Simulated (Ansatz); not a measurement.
BiTe:

```
Bi Te
1.0
     0.00000    3.23500    3.23500
     3.23500    0.00000    3.23500
     3.23500    3.23500    0.00000
Bi Te
1 1
Cartesian
  0.0000 0.0000 0.0000
  3.2350 3.2350 3.2350
```

* Program: Ansatz 0.2.0
* Task: relaxation of cell and atoms
* Functional: LDA
* Potentials or basis: Ansatz PAW
* Cutoff: 420 eV (not typed: the program's choice for these potentials)
* k mesh: 7 × 7 × 7
* Occupations: fermi-dirac, width 0.05 eV
* Spin: no spin polarisation

At the start: volume 33.86 Å³/atom.

Q: Where does the relaxation end?

A: It ends after 5 steps and the volume is 32.10 Å³/atom (-5.2 %); space group Fm-3m (No. 225, to 0.05 Å).

Step by step:
```tsv
step	energy change (eV)	largest force (eV/Å)	volume (Å³)
1	0.0000	0.0000	67.71
2	-0.0229	0.0000	62.46
3	-0.0311	0.0000	64.37
4	-0.0312	0.0000	64.21
5	-0.0306	0.0000	64.21
```

Final structure:
```
Bi Te
1.0
     0.00000    3.17825    3.17825
     3.17825    0.00000    3.17825
     3.17825    3.17825    0.00000
Bi Te
1 1
Direct
  0.00000 0.00000 0.00000
  0.50000 0.50000 0.50000
```

Caveat: the plane-wave basis is chosen anew once the cell has moved, so the energies of steps on either side of that aren't comparable; the PAW data sets come from PBE, with cores solved anew for the run's functional, which leaves a small shift of forces and pressure.
